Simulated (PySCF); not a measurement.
# RuS: bond curves at several levels of theory

What are the lowest state that PBE0 finds, the bond length, vibrational wavenumber and bond energy of RuS, and how much do these hang on the method?

Method: Ru def2-TZVPP with ECP28, S def2-TZVPP, scalar-relativistic core potentials; program: PySCF 2.14.0.

## Step 1: The job

Settings of the job:

* atoms: Ru, S
* charge: 0
* basis: Ru def2-TZVPP with ECP28, S def2-TZVPP
* Hamiltonian: scalar-relativistic core potentials
* basis functions: 98
* electrons treated: 32
* masses in u: 101.9043, 31.9721
* levels: PBE0, PBE, r²SCAN, revPBE, PBEsol, B2PLYP, TPSSh, CAM-B3LYP, HF, MP2, SCS-MP2, CCSD, CCSD(T)
* grid: 80 radial by 434 angular points
* occupations: held fixed by the projection of orbital angular momentum
* dissociation limit: Ru + S, each in its ground configuration
* starting distance in angstrom: 2.180
* values of 2S to try: 0, 2, 4, 6, 8

Command:

```
OMP_NUM_THREADS=2 python dia.py task.json out
```

After this run come: PBE0 along the bond; Higher solutions at PBE0; PBE (GGA); r²SCAN; revPBE (GGA); PBEsol; B2PLYP (double hybrid); TPSSh (hybrid meta-GGA); CAM-B3LYP (range-separated hybrid); ROHF (mean field); Correlated methods on the Hartree–Fock reference.

**Question.** What will these runs give? Wanted: for each run, Re; ωe; De; μ.

**Answer**, as computed:

Lowest PBE0 solution found, without spin–orbit coupling: ⁵Δ (quintet), unpaired electrons σ ↑, π ↑↑, δ ↑. State 2 has its PBE0 minimum 0.63 eV higher. State 3 has its PBE0 minimum 0.63 eV higher, as a spin-mixed determinant (⟨S²⟩ = 3.02), so this is no gap between pure states. State 4 has its PBE0 minimum 0.82 eV higher, as a spin-mixed determinant (⟨S²⟩ = 2.02), so this is no gap between pure states. The other levels ran on the lowest alone.

```
       level  Re (Å)  ωe (cm⁻¹)  De (eV)  μ (D)
        ROHF   2.126        482     1.00  -7.37
    ROHF-MP2   1.999        610     4.16    n/a
ROHF-SCS-MP2   2.018        581     3.74    n/a
   ROHF-CCSD   2.077        525     3.42    n/a
ROHF-CCSD(T)   2.085        503     3.90    n/a
         PBE   2.080        507     4.74  -3.36
      PBEsol   2.062        524     5.17  -3.26
      revPBE   2.088        500     4.45  -3.43
      r²SCAN   2.069        523     4.49  -3.70
       TPSSh   2.079        514     4.18  -3.94
        PBE0   2.067        524     4.06  -4.10
   CAM-B3LYP   2.070        526     3.81  -4.32
      B2PLYP   2.080        508     4.16  -4.94
```

De is counted to Ru + S in their ground configurations. A positive dipole means Ru(−)S(+).

Bond lengths run from 1.999 Å (ROHF-MP2) to 2.126 Å (ROHF). Among the levels with a De in the table, it runs from 1.00 eV (ROHF) to 5.17 eV (PBEsol).

Correlated steps freeze 5 core orbitals. B2PLYP dipoles, levels and charges come from its SCF part alone. With d or f electrons several states lie close, and the lowest PBE0 determinant need not be the measured ground state. T1 is 0.057 near the minimum (highest on the curve 0.090), which may point to more than one leading configuration. Spin–orbit coupling is left out.
